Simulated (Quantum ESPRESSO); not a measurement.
The system is NaLaMnMoO6.

```xyz
20
Lattice="5.5573 0.0000 0.0005 0.0000 5.5979 0.0000 -0.0629 0.0000 8.0246" Properties=species:S:1:pos:R:3 pbc="T T T"
Na    4.1371    2.8870    4.0066
Na    1.3574    0.0880    4.0185
La    1.3662    5.3682    8.0197
La    4.1282    2.5692    0.0054
Mn    1.3603    2.7297    2.0550
Mn    4.1342    5.5286    5.9702
Mo    4.1820    5.5792    2.1743
Mo    1.3124    2.7803    5.8509
O     3.7112    5.4765    3.9373
O     0.1716    4.5353    2.2249
O     5.1703    1.6184    2.2495
O     2.6448    1.1737    1.5989
O     3.0125    4.1180    1.6116
O     4.6099    0.1018    0.0319
O     1.7833    2.6775    4.0878
O     5.3228    1.7363    5.8002
O     0.3241    4.4173    5.7757
O     2.8496    3.9726    6.4262
O     2.4819    1.3190    6.4136
O     0.8845    2.9007    7.9933
```

The cell was built by a generator and needn't be a form met in nature.

Base run:

```yaml
Program: Quantum ESPRESSO 7.5
Functional: PBE
Potentials_or_basis: SSSP 1.3 efficiency PBE
Cutoff: 884 eV
Density_cutoff: 10612 eV
k_mesh: 5 × 5 × 4
Occupations: fermi-dirac, width 0.05 eV
Spin: collinear spin, ferromagnetic start
Starting_moments: "[0.0, 0.0, 0.0, 0.0, 4.0, 4.0, 1.0, 1.0, 0.0, 0.0, 0.0, 0.0, 0.0, 0.0, 0.0, 0.0, 0.0, 0.0, 0.0, 0.0] μB"
```

Its results: band gap on the k mesh 0.15 eV, indirect (least direct gap 0.19 eV); pressure 0.2 GPa; net moment 9.98 μB per cell; site moments Na +0.00; La +0.01; Mn +3.80; Mo +0.19; O +0.02, +0.03, +0.04, +0.05 μB; largest force 0.085 eV/Å.

Problem. The run is repeated on the same cell with these changes: k mesh from 5 × 5 × 4 to 4 × 4 × 3. What comes out?

Solution. Band gap on the k mesh 0.25 eV, indirect (least direct gap 0.29 eV); pressure 0.2 GPa; net moment 9.98 μB per cell; site moments Na +0.00; La +0.01; Mn +3.80; Mo +0.19; O +0.02, +0.03, +0.04, +0.05 μB; largest force 0.082 eV/Å.

Caveats: spin-orbit coupling is left out, which moves the levels of the heavy elements; only a ferromagnetic start was run, and an antiferromagnetic order may lie lower in energy; an odd mesh through Γ misses points on the zone boundary, where band edges often lie (some runs); some levels on the path didn't converge (some runs); the mesh misses the band edges, which the band path finds closer together (some runs).
